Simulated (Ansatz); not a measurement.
Born–Oppenheimer molecular dynamics of a periodic cell of 22 atoms, Al2GeH2O6 (host Al2GeH2O6, host structure C2/c). It goes on from the last frame of an earlier run, with new velocities.

All numbers below come from Ansatz 0.2.0, DFT PBEsol, scalar-relativistic, plane waves, PAW. Settings: cutoff 420 eV, k mesh 2x2x1, fermi-dirac smearing 0.05 eV, no spin polarisation.

| Quantity | Value |
| --- | --- |
| ensemble | NVT, Langevin thermostat |
| time step | 0.5 fs |
| steps asked | 390 |
| set temperature | 1440 K |
| friction | 0.01 /fs |
| seed | 229457 |

Frames 0.5 fs apart, positions in Å, forces in eV/Å.

Velocities at 10.0 fs (Å/ps):

```
Al -8.11 -6.78 3.39
Al -2.81 -8.66 7.16
Al 5.83 -0.12 -3.12
Al 2.31 -8.20 -3.58
Ge -1.34 6.12 -2.09
Ge -1.11 -1.79 -3.30
H -3.82 2.11 -18.16
H 36.13 22.02 27.91
H -14.86 -15.21 -2.63
H -44.60 -9.55 0.20
O 4.54 12.94 -2.05
O 8.29 3.30 -3.91
O 9.25 4.06 6.55
O 16.33 12.06 8.47
O -12.76 -3.53 5.84
O 5.19 -2.27 10.62
O -9.23 1.79 -3.49
O -9.50 10.04 3.40
O -3.45 4.54 4.75
O 11.32 5.81 -13.22
O -0.16 -4.09 6.29
O -1.43 -11.27 7.21
```

```xyz
22
Lattice="2.7592 -4.3087 0.0000 2.7592 4.3087 0.0000 -2.0677 0.0000 9.0087" Properties=species:S:1:pos:R:3:forces:R:3 time_fs=10.0 energy_less_start_eV=0.611 T=1011
Al 2.288 1.058 0.827 -0.34 2.10 1.68
Al 2.377 1.167 3.922 1.11 -0.19 -0.66
Al 1.238 -1.269 8.179 1.34 0.55 1.38
Al 1.433 -1.231 5.270 -0.74 -0.73 -1.33
Ge 2.379 -1.887 2.210 -0.42 -1.32 3.54
Ge 1.343 1.875 6.829 -0.15 -0.52 -0.19
H 3.085 3.444 0.564 -2.19 -1.35 0.25
H 2.622 3.358 3.342 -0.17 1.20 -1.23
H 0.473 -3.625 8.991 -0.47 0.11 -0.45
H 1.602 -3.896 5.429 -0.15 1.31 -1.24
O 2.473 -0.752 3.786 -0.63 -0.50 -1.25
O 2.267 -0.789 0.839 -0.49 0.41 -0.82
O 1.167 0.813 5.429 1.80 -0.46 -0.04
O 1.369 0.765 8.330 -0.70 0.35 -1.11
O 1.067 1.395 2.505 -0.12 -0.17 -0.44
O 3.591 1.356 2.346 0.97 0.77 -2.13
O 2.627 -1.420 6.649 -0.29 0.14 1.77
O 0.033 -1.343 6.800 -0.26 -0.63 0.88
O 2.131 3.003 0.652 2.03 0.41 -1.81
O 2.674 3.002 4.213 -0.90 -1.01 1.48
O 1.196 -2.974 8.924 1.53 -0.11 -0.21
O 1.346 -3.130 4.819 -0.75 -0.35 1.92
22
Lattice="2.7592 -4.3087 0.0000 2.7592 4.3087 0.0000 -2.0677 0.0000 9.0087" Properties=species:S:1:pos:R:3:forces:R:3 time_fs=10.5 energy_less_start_eV=0.652 T=987
Al 2.284 1.054 0.828 -0.30 2.18 1.67
Al 2.376 1.163 3.925 1.14 -0.03 -0.74
Al 1.242 -1.270 8.178 1.30 0.53 1.39
Al 1.435 -1.234 5.268 -0.79 -0.72 -1.33
Ge 2.379 -1.884 2.209 -0.44 -1.37 3.51
Ge 1.342 1.874 6.827 -0.14 -0.42 -0.05
H 3.081 3.444 0.555 -2.14 -1.34 0.29
H 2.639 3.371 3.354 -0.22 1.53 -2.04
H 0.466 -3.632 8.989 -0.21 0.36 -0.46
H 1.580 -3.898 5.427 0.01 1.02 -0.96
O 2.476 -0.746 3.785 -0.67 -0.59 -1.21
O 2.271 -0.787 0.837 -0.51 0.37 -0.80
O 1.171 0.815 5.432 1.75 -0.51 -0.13
O 1.377 0.771 8.334 -0.76 0.32 -1.14
O 1.060 1.393 2.507 -0.04 -0.18 -0.42
O 3.594 1.355 2.351 0.93 0.79 -2.17
O 2.622 -1.419 6.648 -0.20 0.09 1.80
O 0.028 -1.338 6.801 -0.22 -0.64 0.86
O 2.129 3.005 0.655 1.98 0.37 -1.85
O 2.680 3.004 4.206 -0.85 -1.42 2.34
O 1.196 -2.976 8.927 1.28 -0.31 -0.21
O 1.345 -3.135 4.823 -0.90 -0.01 1.66
22
Lattice="2.7592 -4.3087 0.0000 2.7592 4.3087 0.0000 -2.0677 0.0000 9.0087" Properties=species:S:1:pos:R:3:forces:R:3 time_fs=11.0 energy_less_start_eV=0.683 T=1001
Al 2.280 1.051 0.831 -0.27 2.25 1.65
Al 2.375 1.158 3.928 1.16 0.14 -0.83
Al 1.245 -1.270 8.176 1.25 0.50 1.40
Al 1.436 -1.238 5.265 -0.83 -0.72 -1.31
Ge 2.379 -1.881 2.208 -0.47 -1.41 3.47
Ge 1.342 1.873 6.825 -0.14 -0.30 0.09
H 3.074 3.442 0.547 -2.01 -1.28 0.31
H 2.655 3.388 3.364 -0.25 1.75 -2.53
H 0.458 -3.639 8.986 0.04 0.61 -0.47
H 1.559 -3.897 5.424 0.19 0.59 -0.59
O 2.478 -0.740 3.784 -0.70 -0.69 -1.17
O 2.274 -0.785 0.835 -0.51 0.33 -0.78
O 1.176 0.818 5.434 1.71 -0.56 -0.22
O 1.385 0.778 8.337 -0.82 0.28 -1.16
O 1.053 1.391 2.509 0.04 -0.20 -0.40
O 3.596 1.354 2.357 0.90 0.80 -2.22
O 2.617 -1.418 6.647 -0.12 0.05 1.83
O 0.024 -1.333 6.803 -0.18 -0.65 0.84
O 2.128 3.007 0.658 1.85 0.28 -1.89
O 2.685 3.006 4.200 -0.82 -1.72 2.89
O 1.197 -2.978 8.930 1.05 -0.50 -0.22
O 1.344 -3.141 4.827 -1.07 0.45 1.31
22
Lattice="2.7592 -4.3087 0.0000 2.7592 4.3087 0.0000 -2.0677 0.0000 9.0087" Properties=species:S:1:pos:R:3:forces:R:3 time_fs=11.5 energy_less_start_eV=0.695 T=1055
Al 2.276 1.048 0.833 -0.25 2.32 1.63
Al 2.374 1.154 3.931 1.18 0.31 -0.93
Al 1.248 -1.270 8.175 1.19 0.47 1.40
Al 1.436 -1.242 5.263 -0.85 -0.71 -1.29
Ge 2.379 -1.877 2.207 -0.50 -1.44 3.43
Ge 1.341 1.872 6.824 -0.12 -0.19 0.24
H 3.063 3.438 0.539 -1.78 -1.17 0.32
H 2.671 3.412 3.368 -0.25 1.75 -2.51
H 0.450 -3.643 8.985 0.26 0.82 -0.48
H 1.538 -3.896 5.418 0.37 0.10 -0.16
O 2.481 -0.734 3.782 -0.72 -0.78 -1.13
O 2.276 -0.783 0.832 -0.51 0.27 -0.75
O 1.181 0.820 5.436 1.66 -0.61 -0.31
O 1.393 0.785 8.341 -0.88 0.24 -1.18
O 1.046 1.389 2.511 0.12 -0.22 -0.37
O 3.599 1.354 2.363 0.87 0.80 -2.27
O 2.612 -1.417 6.646 -0.05 0.00 1.84
O 0.018 -1.329 6.806 -0.13 -0.66 0.82
O 2.126 3.009 0.661 1.62 0.16 -1.90
O 2.691 3.009 4.194 -0.83 -1.79 2.93
O 1.198 -2.981 8.932 0.84 -0.65 -0.23
O 1.343 -3.146 4.831 -1.24 0.97 0.90
22
Lattice="2.7592 -4.3087 0.0000 2.7592 4.3087 0.0000 -2.0677 0.0000 9.0087" Properties=species:S:1:pos:R:3:forces:R:3 time_fs=12.0 energy_less_start_eV=0.686 T=1043
Al 2.272 1.045 0.835 -0.22 2.37 1.61
Al 2.373 1.150 3.934 1.21 0.48 -1.01
Al 1.251 -1.269 8.174 1.14 0.45 1.40
Al 1.436 -1.245 5.259 -0.87 -0.70 -1.25
Ge 2.378 -1.874 2.206 -0.53 -1.46 3.39
Ge 1.341 1.871 6.822 -0.11 -0.06 0.39
H 3.048 3.431 0.532 -1.41 -0.98 0.30
H 2.686 3.439 3.363 -0.25 1.45 -1.91
H 0.443 -3.644 8.986 0.39 0.93 -0.49
H 1.518 -3.897 5.412 0.54 -0.41 0.27
O 2.483 -0.728 3.781 -0.75 -0.86 -1.09
O 2.279 -0.781 0.830 -0.50 0.22 -0.71
O 1.186 0.823 5.439 1.60 -0.68 -0.42
O 1.402 0.792 8.344 -0.95 0.19 -1.19
O 1.040 1.388 2.514 0.19 -0.24 -0.36
O 3.602 1.354 2.369 0.84 0.80 -2.32
O 2.607 -1.416 6.645 0.01 -0.04 1.85
O 0.012 -1.324 6.809 -0.08 -0.66 0.79
O 2.125 3.010 0.664 1.26 -0.03 -1.88
O 2.696 3.011 4.188 -0.85 -1.56 2.39
O 1.199 -2.984 8.935 0.73 -0.70 -0.25
O 1.341 -3.151 4.835 -1.39 1.51 0.49
22
Lattice="2.7592 -4.3087 0.0000 2.7592 4.3087 0.0000 -2.0677 0.0000 9.0087" Properties=species:S:1:pos:R:3:forces:R:3 time_fs=12.5 energy_less_start_eV=0.678 T=1039
Al 2.268 1.042 0.837 -0.20 2.42 1.59
Al 2.373 1.146 3.937 1.24 0.64 -1.09
Al 1.254 -1.269 8.174 1.08 0.42 1.41
Al 1.436 -1.249 5.256 -0.87 -0.69 -1.21
Ge 2.378 -1.871 2.206 -0.56 -1.48 3.36
Ge 1.340 1.871 6.819 -0.11 0.06 0.54
H 3.029 3.420 0.528 -0.83 -0.68 0.23
H 2.702 3.469 3.351 -0.25 0.90 -0.92
H 0.438 -3.642 8.985 0.44 0.97 -0.48
H 1.501 -3.900 5.404 0.67 -0.89 0.66
O 2.485 -0.724 3.779 -0.76 -0.94 -1.07
O 2.281 -0.779 0.828 -0.49 0.16 -0.68
O 1.193 0.826 5.440 1.54 -0.75 -0.51
O 1.410 0.800 8.348 -1.02 0.15 -1.20
O 1.035 1.387 2.516 0.26 -0.28 -0.34
O 3.605 1.355 2.374 0.81 0.79 -2.37
O 2.601 -1.415 6.644 0.07 -0.08 1.86
O 0.006 -1.319 6.812 -0.02 -0.66 0.77
O 2.123 3.011 0.667 0.69 -0.32 -1.83
O 2.701 3.013 4.183 -0.88 -1.07 1.46
O 1.200 -2.986 8.937 0.69 -0.68 -0.28
O 1.339 -3.156 4.840 -1.50 2.03 0.10
22
Lattice="2.7592 -4.3087 0.0000 2.7592 4.3087 0.0000 -2.0677 0.0000 9.0087" Properties=species:S:1:pos:R:3:forces:R:3 time_fs=13.0 energy_less_start_eV=0.706 T=995
Al 2.265 1.039 0.840 -0.19 2.46 1.56
Al 2.372 1.142 3.939 1.26 0.80 -1.17
Al 1.257 -1.269 8.173 1.02 0.39 1.41
Al 1.435 -1.253 5.253 -0.87 -0.69 -1.16
Ge 2.378 -1.868 2.205 -0.57 -1.49 3.31
Ge 1.340 1.870 6.817 -0.11 0.17 0.69
H 3.007 3.409 0.526 -0.03 -0.30 0.11
H 2.718 3.501 3.338 -0.28 0.28 0.09
H 0.433 -3.641 8.984 0.50 1.01 -0.48
H 1.485 -3.904 5.396 0.78 -1.36 1.04
O 2.486 -0.719 3.778 -0.77 -1.03 -1.05
O 2.284 -0.777 0.826 -0.48 0.11 -0.65
O 1.200 0.828 5.441 1.47 -0.81 -0.59
O 1.418 0.807 8.351 -1.08 0.10 -1.21
O 1.030 1.386 2.518 0.32 -0.31 -0.32
O 3.608 1.355 2.379 0.78 0.78 -2.41
O 2.596 -1.415 6.643 0.13 -0.12 1.87
O 0.000 -1.315 6.816 0.04 -0.66 0.75
O 2.121 3.011 0.670 -0.09 -0.70 -1.72
O 2.706 3.014 4.178 -0.88 -0.50 0.50
O 1.202 -2.989 8.940 0.64 -0.68 -0.31
O 1.337 -3.161 4.845 -1.60 2.52 -0.26
22
Lattice="2.7592 -4.3087 0.0000 2.7592 4.3087 0.0000 -2.0677 0.0000 9.0087" Properties=species:S:1:pos:R:3:forces:R:3 time_fs=13.5 energy_less_start_eV=0.772 T=916
Al 2.261 1.037 0.842 -0.17 2.50 1.53
Al 2.372 1.138 3.941 1.29 0.95 -1.23
Al 1.260 -1.269 8.172 0.96 0.37 1.41
Al 1.435 -1.257 5.249 -0.87 -0.68 -1.12
Ge 2.378 -1.866 2.205 -0.58 -1.49 3.27
Ge 1.340 1.869 6.815 -0.11 0.28 0.82
H 2.984 3.399 0.523 0.87 0.14 -0.03
H 2.732 3.535 3.328 -0.33 -0.28 0.91
H 0.426 -3.637 8.983 0.55 1.04 -0.48
H 1.471 -3.910 5.392 0.84 -1.65 1.26
O 2.488 -0.715 3.778 -0.77 -1.11 -1.04
O 2.286 -0.775 0.824 -0.48 0.06 -0.61
O 1.207 0.831 5.442 1.39 -0.88 -0.67
O 1.425 0.815 8.354 -1.14 0.05 -1.22
O 1.025 1.384 2.519 0.36 -0.34 -0.30
O 3.611 1.356 2.384 0.75 0.76 -2.44
O 2.592 -1.414 6.642 0.18 -0.16 1.88
O -0.005 -1.311 6.820 0.10 -0.65 0.72
O 2.119 3.011 0.673 -0.98 -1.11 -1.58
O 2.711 3.015 4.174 -0.86 0.03 -0.28
O 1.202 -2.992 8.942 0.61 -0.66 -0.33
O 1.334 -3.165 4.850 -1.63 2.83 -0.48
22
Lattice="2.7592 -4.3087 0.0000 2.7592 4.3087 0.0000 -2.0677 0.0000 9.0087" Properties=species:S:1:pos:R:3:forces:R:3 time_fs=14.0 energy_less_start_eV=0.854 T=928
Al 2.257 1.034 0.845 -0.15 2.54 1.49
Al 2.371 1.134 3.942 1.32 1.10 -1.27
Al 1.264 -1.269 8.172 0.91 0.36 1.41
Al 1.435 -1.261 5.246 -0.87 -0.67 -1.08
Ge 2.377 -1.863 2.204 -0.60 -1.48 3.22
Ge 1.340 1.869 6.813 -0.10 0.39 0.96
H 2.964 3.391 0.519 1.71 0.53 -0.19
H 2.743 3.569 3.321 -0.37 -0.76 1.53
H 0.420 -3.628 8.982 0.53 0.98 -0.47
H 1.458 -3.920 5.391 0.83 -1.61 1.24
O 2.489 -0.711 3.777 -0.77 -1.20 -1.04
O 2.289 -0.773 0.822 -0.47 -0.01 -0.56
O 1.215 0.834 5.443 1.31 -0.94 -0.75
O 1.432 0.822 8.357 -1.19 0.01 -1.22
O 1.020 1.382 2.521 0.41 -0.36 -0.28
O 3.615 1.356 2.388 0.72 0.74 -2.47
O 2.587 -1.413 6.641 0.24 -0.19 1.89
O -0.011 -1.306 6.825 0.16 -0.63 0.70
O 2.116 3.011 0.676 -1.79 -1.50 -1.44
O 2.715 3.017 4.171 -0.84 0.47 -0.86
O 1.203 -2.994 8.944 0.64 -0.57 -0.36
O 1.331 -3.169 4.854 -1.59 2.81 -0.47
22
Lattice="2.7592 -4.3087 0.0000 2.7592 4.3087 0.0000 -2.0677 0.0000 9.0087" Properties=species:S:1:pos:R:3:forces:R:3 time_fs=14.5 energy_less_start_eV=0.931 T=909
Al 2.253 1.033 0.848 -0.13 2.60 1.45
Al 2.370 1.131 3.943 1.35 1.24 -1.30
Al 1.267 -1.269 8.173 0.85 0.35 1.40
Al 1.436 -1.265 5.243 -0.88 -0.66 -1.03
Ge 2.377 -1.861 2.204 -0.61 -1.46 3.16
Ge 1.340 1.868 6.811 -0.10 0.49 1.11
H 2.950 3.386 0.513 2.25 0.79 -0.30
H 2.752 3.602 3.317 -0.42 -1.14 1.96
H 0.415 -3.618 8.979 0.44 0.88 -0.46
H 1.446 -3.934 5.394 0.78 -1.31 1.04
O 2.491 -0.707 3.777 -0.78 -1.29 -1.04
O 2.291 -0.770 0.819 -0.47 -0.11 -0.48
O 1.224 0.837 5.445 1.23 -1.02 -0.85
O 1.439 0.829 8.360 -1.25 -0.02 -1.22
O 1.016 1.380 2.522 0.45 -0.38 -0.26
O 3.619 1.357 2.392 0.69 0.73 -2.50
O 2.583 -1.413 6.640 0.30 -0.23 1.90
O -0.017 -1.302 6.829 0.22 -0.62 0.68
O 2.112 3.011 0.679 -2.32 -1.76 -1.33
O 2.720 3.018 4.167 -0.82 0.83 -1.25
O 1.204 -2.996 8.945 0.73 -0.44 -0.39
O 1.328 -3.173 4.858 -1.51 2.53 -0.28
```

Of the whole run (195 fs, mean temperature of the second half 1282 K): The mean temperature of the second half is 11 % below the set value. A run of 0.2 ps of so small a system gives no equilibrium averages. Limits of this set-up: coarse k mesh.

Run time: 23 min on 1 thread of Arm Neoverse V1 (shared host), peak memory 0.52 GiB.
